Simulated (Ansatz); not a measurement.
# H₈N₂O₃Si₂: geometry optimisation

The task is to find a stationary geometry of H₈N₂O₃Si₂.

Program: Ansatz 0.2.0, Gaussian basis. Level of theory: RKS PBE0-D4/def2-TZVP. These are calculated values, not measurements.

The runs, in order: relaxation at PBE0-D4/def2-TZVP.

1 further run of the same task is left out (set aside as unsound or not needed).

## Step 1: The starting structure

SMILES `N[SiH](O)[Si](N)(O)O`, 15 atoms, charge 0, spin multiplicity 1.

Atoms are counted from 1 here; the program's logs count them from 0.

Bond lengths: N1–Si2 1.728 Å, N1–H8 1.006 Å, N1–H9 1.008 Å, Si2–O3 1.637 Å, Si2–Si4 2.270 Å, Si2–H10 1.481 Å, O3–H11 0.952 Å, Si4–N5 1.746 Å, Si4–O6 1.641 Å, Si4–O7 1.634 Å, N5–H12 1.008 Å, N5–H13 1.008 Å, O6–H14 0.955 Å, O7–H15 0.955 Å. Angles: Si2–N1–H8 118.1°, Si2–N1–H9 116.7°, H8–N1–H9 109.8°, N1–Si2–O3 100.2°, N1–Si2–Si4 108.7°, N1–Si2–H10 113.9°, O3–Si2–Si4 112.7°, O3–Si2–H10 106.1°, Si4–Si2–H10 114.4°, Si2–O3–H11 118.9°, Si2–Si4–N5 125.2°, Si2–Si4–O6 103.9°, Si2–Si4–O7 104.6°, N5–Si4–O6 104.7°, N5–Si4–O7 105.2°, O6–Si4–O7 113.6°, Si4–N5–H12 116.4°, Si4–N5–H13 116.2° and more.

The start is a GFN2-xTB geometry.

## Step 2: Optimising with PBE0-D4/def2-TZVP

in.yaml reads:

```yaml
crystal:
  periodic: [false, false, false]
  atoms:
    - {symbol: N, position_ang: [-0.589840, 0.557080, -2.203870]}
    - {symbol: Si, position_ang: [0.360430, 1.069550, -0.855290]}
    - {symbol: O, position_ang: [1.863980, 0.786020, -1.436010]}
    - {symbol: Si, position_ang: [-0.148990, -0.233820, 0.932640]}
    - {symbol: N, position_ang: [-0.439270, -1.954330, 0.873250]}
    - {symbol: O, position_ang: [1.146960, -0.064890, 1.924420]}
    - {symbol: O, position_ang: [-1.524060, 0.412460, 1.535100]}
    - {symbol: H, position_ang: [-1.587950, 0.672010, -2.150680]}
    - {symbol: H, position_ang: [-0.263220, 0.829050, -3.117730]}
    - {symbol: H, position_ang: [0.291350, 2.524650, -0.589790]}
    - {symbol: H, position_ang: [2.597270, 0.779690, -0.829070]}
    - {symbol: H, position_ang: [0.337130, -2.530320, 0.586610]}
    - {symbol: H, position_ang: [-1.255190, -2.251100, 0.360770]}
    - {symbol: H, position_ang: [1.211010, -0.573250, 2.730400]}
    - {symbol: H, position_ang: [-1.999600, -0.022810, 2.239240]}
basis:
  gaussian: {orbitals: def2-TZVP}
hamiltonian: {xc: pbe0, dispersion: d4}
relax: {f_tol: 0.005, max_steps: 150}
```

The run is started by

```console
> ansatz run in.yaml --threads 2 --pin off --events-out ev --progress --plain --max-ram 22528MiB --backend cuda --devices 0, --max-vram 18GiB
```

**Question.** What will the summary of the whole plan be? Wanted: point group; shift from the start; total energy; dispersion term; dipole moment.

As calculated:

| quantity | value |
| --- | --- |
| point group | C1 |
| steps | 57 |
| shift from the start (rms) | 1.564 Å |
| total energy | -25001.0514 eV |
| dispersion term | -331 meV |
| dipole moment | 1.00 D |

**Reading.** The relaxed geometry lies 1.56 Å (rms) from the start; the bond that changed most is Si2–Si4, from 2.270 to 2.339 Å. No vibrations were run, so it is not proven to be a minimum. The largest Mulliken charge, -0.63 e, sits on N1.
